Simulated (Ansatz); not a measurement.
**GaH2 (doublet): wave-function methods side by side at scale of all distances = 2.022, aug-cc-pVDZ**

How much of the correlation energy of GaH2 (doublet) does each wave-function method recover here?

Program: Ansatz 0.2.0, Gaussian basis. Level of theory: aug-cc-pVDZ, core rule «outside noble gas», up to 14 orbitals frozen. These are calculated values, not measurements.

The runs, in order: UHF; CCSD(T) on ROHF; CCSD(T) on UHF; BCCD(T) on ROHF; CISD; CCSDT(Q) on ROHF; CCSDT(Q) on UHF; CASSCF and MRCISD+Q, 3 electrons in 3 orbitals; CASSCF and NEVPT2, 3 electrons in 3 orbitals; CASSCF and MRCISD+Q, 5 electrons in 6 orbitals; CASSCF and MRCISD+Q(relaxed), 5 electrons in 6 orbitals; CASSCF and NEVPT2, 5 electrons in 6 orbitals; Full CI.

18 further runs of the same task are left out: 1 for a known fault of the program, 14 that didn't finish, 3 set aside as unsound or not needed.

## 1. What is computed

The geometry derives from a PBE0/def2-TZVP stationary point (not a proven minimum). All distances are scaled together. No spin-orbit coupling is included. The filled d shell of Ga may be among the frozen orbitals whatever the setting's name suggests; the logs give the count.

3 atoms, charge 0, spin multiplicity 2.

Atoms are counted from 1 here; the program's logs count them from 0.

No contacts short enough for the rule that draws bonds.

## 2. UHF

File in.yaml:

```yaml
crystal:
  periodic: [false, false, false]
  atoms:
    - {symbol: Ga, position_ang: [0.000000, -0.044948, 0.000000]}
    - {symbol: H, position_ang: [0.000000, 1.554604, -2.796652]}
    - {symbol: H, position_ang: [0.000000, 1.554604, 2.796652]}
basis:
  gaussian: {orbitals: aug-cc-pVDZ}
magnetization: {spin_polarized: true, initial_magnetization: 1}
hamiltonian: {xc: hf}
output: {orbitals: {seedname: orbitals}}
```

Command:

```bash
$ ansatz run in.yaml --threads 1 --pin off --events-out ev --progress --plain --max-ram 2393MiB
```

After this run come: CCSD(T) on ROHF; CCSD(T) on UHF; BCCD(T) on ROHF; CISD; CCSDT(Q) on ROHF; CCSDT(Q) on UHF; CASSCF and MRCISD+Q, 3 electrons in 3 orbitals; CASSCF and NEVPT2, 3 electrons in 3 orbitals; CASSCF and MRCISD+Q, 5 electrons in 6 orbitals; CASSCF and MRCISD+Q(relaxed), 5 electrons in 6 orbitals; CASSCF and NEVPT2, 5 electrons in 6 orbitals; Full CI.

**Question.** What will the summary of the whole plan be? Wanted: FCI below the RHF energy; RMP2 from FCI; UMP2 from FCI; RCCSD from FCI; RCCSD(T) from FCI; UCCSD(T) from FCI; RCCSDT(Q) from FCI; UCCSDT(Q) from FCI; NEVPT2 pair from FCI.

As calculated:

| quantity | value |
| --- | --- |
| FCI below the RHF energy | -2.7142 eV |
| RMP2 from FCI | +126.7 kJ/mol |
| UMP2 from FCI | +85.6 kJ/mol |
| RCCSD from FCI | +22.7 kJ/mol |
| RCCSD(T) from FCI | +5.8 kJ/mol |
| UCCSD(T) from FCI | +7.7 kJ/mol |
| RCCSDT(Q) from FCI | -0.4 kJ/mol |
| UCCSDT(Q) from FCI | 0.0 kJ/mol |
| NEVPT2 pair from FCI | +56.1 kJ/mol |
| NEVPT2 valence from FCI | +34.3 kJ/mol |
| MRCISD+Q valence from FCI | +8.7 kJ/mol |
| levels within 1 kcal/mol (43 meV) | RCCSDT, UCCSDT, RCCSDT(Q), UCCSDT(Q), MRCISD+Q(relaxed) valence |
| T1 diagnostic | 0.128 |
| effectively unpaired electrons | 1.68 |

**Reading.** RCCSD(T) lands +5.8 kJ/mol from the yardstick (2.2 % of the correlation energy). RCCSDT(Q), MRCISD+Q(relaxed) valence fall below full CI, which methods that aren't variational can do. The occupations show some static correlation. Of the multireference levels listed MRCISD+Q(relaxed) valence comes nearest in total energy (-2.5 kJ/mol), which doesn't show that its space is the better one. Coupled cluster took another determinant than the lowest Hartree-Fock one. These misses are within one basis, not against nature; the frozen cores of restricted and unrestricted runs differ, which can shift their rows.
